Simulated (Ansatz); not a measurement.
# GaGe3 under changes of volume

One of the cells (19.430 Å³/atom); the others are scaled copies at fixed shape and fractional positions:

```xyz
4
Lattice="0.0000 3.3872 3.3872 3.3872 0.0000 3.3872 3.3872 3.3872 0.0000" Properties=species:S:1:pos:R:3 pbc="T T T"
Ge    3.3872    3.3872    3.3872
Ge    5.0808    5.0808    5.0808
Ge    1.6936    1.6936    1.6936
Ga    0.0000    0.0000    0.0000
```

The cell comes from a database or a generator and needn't be the stable form of this composition.

| Property | Result |
| --- | --- |
| Program | Ansatz 0.2.0 |
| Functional | LDA |
| Potentials or basis | all-electron LAPW, scalar-relativistic |
| Cutoff | 185 eV (chosen from the basis error) |
| Basis error allowed | 0.002 eV/atom |
| k mesh | 7 × 7 × 7 |
| Occupations | fermi-dirac, width 0.05 eV |
| Spin | no spin polarisation |

```csv
volume (Å³/atom),energy over the lowest point (meV/atom),pressure (GPa)
18.264,0.00,-1.7
18.653,6.03,-3.1
19.042,?,?
19.430,27.38,-5.5
19.819,41.95,-6.4
20.208,58.66,-7.3
20.596,77.28,-8.0
```

Problem. What does the run at 19.042 Å³/atom give?

Solution. Energy over the lowest point 15.29 meV/atom; pressure -4.4 GPa.

Worked out: A Birch-Murnaghan fit of order 3 (a polynomial in V^(-2/3)) to the other rows has its minimum at 17.84 Å³/atom, just outside them, with B0 = V·E''(V) = 80 GPa and B' = 5.0. It gives 15.31 meV/atom at 19.042 Å³/atom, against the run's 15.29, and -dE/dV = -4.4 GPa, against -4.4.

Energies are extrapolated to zero smearing.
